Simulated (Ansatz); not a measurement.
# C2H3FN2Si: the cost of one run

All numbers below are computed with Ansatz 0.2.0 (UKS PBE-D4/6-31G*).

## Step 1: The starting structure

Bond lengths: N1–C2 1.218 Å, C2–C3 1.221 Å, C3–N4 1.098 Å, N4–Si5 1.777 Å, Si5–F6 1.621 Å, N1–H7 1.057 Å, Si5–H8 1.439 Å, Si5–H9 1.538 Å. Angles: N1–C2–C3 178.5°, C2–N1–H7 108.3°, C2–C3–N4 174.6°, C3–N4–Si5 160.7°, N4–Si5–F6 106.9°, N4–Si5–H8 111.5°, N4–Si5–H9 109.1°, F6–Si5–H8 109.4°, F6–Si5–H9 107.8°, H8–Si5–H9 112.0°.

As a file:

```xyz
9

N     2.5618   -1.1175   -1.7007
C     1.5712   -0.8454   -1.0459
C     0.5808   -0.6014   -0.3756
N    -0.2464   -0.3456    0.2993
Si   -1.6169    0.5294    1.0167
F    -1.3848    2.1033    0.7070
H     3.0802   -0.2198   -1.9055
H    -2.8684    0.1093    0.4443
H    -1.5890    0.3415    2.5433
```

## Step 2: Relaxing end A

Contents of input.yaml:

```yaml
crystal:
  periodic: [false, false, false]
  atoms:
    - { symbol: "N", position_ang: [2.5618, -1.1175, -1.7007] }
    - { symbol: C, position_ang: [1.5712, -0.8454, -1.0459] }
    - { symbol: C, position_ang: [0.5808, -0.6014, -0.3756] }
    - { symbol: "N", position_ang: [-0.2464, -0.3456, 0.2993] }
    - { symbol: Si, position_ang: [-1.6169, 0.5294, 1.0167] }
    - { symbol: F, position_ang: [-1.3848, 2.1033, 0.707] }
    - { symbol: H, position_ang: [3.0802, -0.2198, -1.9055] }
    - { symbol: H, position_ang: [-2.8684, 0.1093, 0.4443] }
    - { symbol: H, position_ang: [-1.589, 0.3415, 2.5433] }
magnetization:
  spin_polarized: true
basis:
  gaussian: { orbitals: "6-31G*" }
hamiltonian:
  xc: pbe
  dispersion: d4
relax:
  f_tol: 0.02
  max_steps: 50
output:
  orbitals: {}
```

Launch:

```console
$ ansatz run input.yaml --threads 2 --pin off --max-ram 3072MiB --backend cpu --events-out ev --progress --plain --runs-dir out
```

Q: Estimate wall time and peak memory on 2 threads of Arm Neoverse V2, shared host.

About 64 s, with a peak of 0.23 GiB.
